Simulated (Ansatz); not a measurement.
# CH5NSi + H2: a complex and its separated parts

The complex below is one end of an elementary step. How strongly is it bound against its free parts?

Computed with Ansatz 0.2.0, Gaussian basis. Level: PBE0-D4/def2-TZVP structures, single points in def2-TZVPP, no counterpoise correction.

Levels: SPW92, PBE-D4, BLYP-D4, r2SCAN-D4, B97M-V, PBE0-D4, B3LYP-D4, r2SCAN0-D4, BHLYP-D4, CAM-B3LYP-D4, wB97X-V, wB97M-V, B2PLYP, PBE-QIDH, RPA on PBE, Hartree-Fock, MP2, CCSD, CCSD(T).

Cores are frozen in the correlated methods. B3LYP uses VWN-RPA correlation. B2PLYP carries no dispersion term here.

59 further runs of the same task are left out: 3 that didn't finish, 56 set aside as unsound or not needed.

**1. The system as given**

The complex: 10 atoms, charge 0, spin multiplicity 1.

Atoms are counted from 1 here; the program's logs count them from 0.

Bond lengths: Si1–N3 1.594 Å, Si1–H5 1.493 Å, Si1–C6 1.847 Å, H2–H4 0.751 Å, N3–H7 1.011 Å, C6–H8 1.093 Å, C6–H9 1.094 Å, C6–H10 1.090 Å. Angles: N3–Si1–H5 127.3°, N3–Si1–C6 120.2°, H5–Si1–C6 112.5°, Si1–N3–H7 121.2°, Si1–C6–H8 110.6°, Si1–C6–H9 110.6°, Si1–C6–H10 109.8°, H8–C6–H9 107.2°, H8–C6–H10 109.3°, H9–C6–H10 109.3°.

Geometry (Å):

```xyz
10

Si   -0.79798    0.76739    0.30361
H     2.19919   -0.98916   -2.00820
N    -0.13236    1.20140   -1.07852
H     1.69384   -0.45109   -1.87264
H    -1.87287    1.48163    1.05436
C    -0.24852   -0.77634    1.15488
H    -0.42183    2.04392   -1.55726
H     0.13301   -0.54933    2.15419
H    -1.08738   -1.46698    1.27760
H     0.53491   -1.26154    0.57198
```

Its parts: CH5NSi holds atoms 1, 3, 5, 6, 7, 8, 9, 10; H2 holds atoms 2, 4. Each part counts its atoms afresh in its own runs.

**2. Relaxing CH5NSi alone**

relax-a/in.yaml

```yaml
crystal:
  periodic: [false, false, false]
  atoms:
    - {symbol: Si, position_ang: [-0.797982, 0.767394, 0.303612]}
    - {symbol: N, position_ang: [-0.132361, 1.201396, -1.078518]}
    - {symbol: H, position_ang: [-1.872873, 1.481627, 1.054361]}
    - {symbol: C, position_ang: [-0.248516, -0.776337, 1.154875]}
    - {symbol: H, position_ang: [-0.421831, 2.043919, -1.557265]}
    - {symbol: H, position_ang: [0.133007, -0.549332, 2.154188]}
    - {symbol: H, position_ang: [-1.087380, -1.466983, 1.277599]}
    - {symbol: H, position_ang: [0.534909, -1.261535, 0.571981]}
basis:
  gaussian: {orbitals: def2-TZVP}
hamiltonian: {xc: pbe0, dispersion: d4}
relax: {f_tol: 0.005, max_steps: 200}
```

Run with:

```console
ansatz run in.yaml --threads 2 --pin off --events-out ev --progress --plain --max-ram 4352MiB
```

After this run come: Relaxing H2 alone; SPW92/def2-TZVPP; PBE-D4/def2-TZVPP; BLYP-D4/def2-TZVPP; r2SCAN-D4/def2-TZVPP; B97M-V/def2-TZVPP; PBE0-D4/def2-TZVPP; B3LYP-D4/def2-TZVPP; r2SCAN0-D4/def2-TZVPP; BHLYP-D4/def2-TZVPP; CAM-B3LYP-D4/def2-TZVPP; wB97X-V/def2-TZVPP; wB97M-V/def2-TZVPP; B2PLYP/def2-TZVPP; PBE-QIDH/def2-TZVPP; RPA on PBE/def2-TZVPP; CCSD(T)/def2-TZVPP; Vibrations of CH5NSi; Vibrations of H2.

Before running it: what results should come out? Wanted: complex less parts, CCSD(T)/def2-TZVPP; with zero-point energy; largest T1 diagnostic.

As calculated:

```
                              quantity           value
complex less parts, CCSD(T)/def2-TZVPP  -1.03 kcal/mol
                with zero-point energy  +0.47 kcal/mol
                 largest T1 diagnostic           0.017
```

**Reading.** At CCSD(T) the complex lies 1.03 kcal/mol below its parts. r2SCAN-D4 is the best functional here (+0.02 kcal/mol from CCSD(T)); SPW92 is the worst (-1.57 kcal/mol). Mean unsigned error by rung: LDA 1.57, GGA 0.42, meta-GGA 0.18, hybrid 0.35, range-separated hybrid 0.33, double hybrid 0.14 kcal/mol. PBE-D4 gives a relative energy 0.63 kcal/mol too low, an error of 61 % of the reference. No counterpoise was applied, and triple zeta lacks some correlation, so the CCSD(T) reference has a basis error of its own, and close matches with it are partly luck.
